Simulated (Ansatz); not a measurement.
# HfN3: the cost of one run

Method: UKS PBE0/def2-TZVP; program: Ansatz 0.2.0, Gaussian basis.

**1. Where the work starts**

4 atoms, charge 0, spin multiplicity 4.

Atoms are counted from 1 here; the program's logs count them from 0.

Bond lengths: Hf1–N2 2.105 Å, Hf1–N3 1.901 Å, Hf1–N4 2.030 Å, N2–N4 1.173 Å. Angles: N2–Hf1–N3 100.0°, N2–Hf1–N4 32.9°, N3–Hf1–N4 116.0°, Hf1–N2–N4 70.0°, Hf1–N4–N2 77.1°.

Geometry (Å):

```xyz
4

Hf   -0.1128    0.0559   -0.2072
N     1.4022   -0.7904    0.9840
N    -0.4822    1.6289    0.7952
N     0.5170   -1.5507    0.8611
```

The start was built by rule and, where that kept it together, relaxed with GFN2-xTB. Sticks and bond lists go by distance. No spin-orbit coupling is included. Elements past krypton take def2 core potentials.

**2. The run**

Contents of in.yaml:

```yaml
crystal:
  periodic: [false, false, false]
  atoms:
    - {symbol: Hf, position_ang: [-0.112768, 0.055888, -0.207195]}
    - {symbol: N, position_ang: [1.402215, -0.790445, 0.983994]}
    - {symbol: N, position_ang: [-0.482230, 1.628899, 0.795192]}
    - {symbol: N, position_ang: [0.517044, -1.550651, 0.861140]}
basis:
  gaussian: {orbitals: def2-TZVP}
magnetization: {spin_polarized: true, initial_magnetization: 3}
hamiltonian: {xc: pbe0}
relax: {f_tol: 0.004, max_steps: 80}
```

The run is started by

```
$ ansatz run in.yaml --threads 1 --pin off --events-out ev --progress --plain --max-ram 2176MiB
```

Q: Estimate wall time and peak memory on 1 thread of AMD EPYC 9R45, shared host.

About 58 s, with a peak of 0.41 GiB.
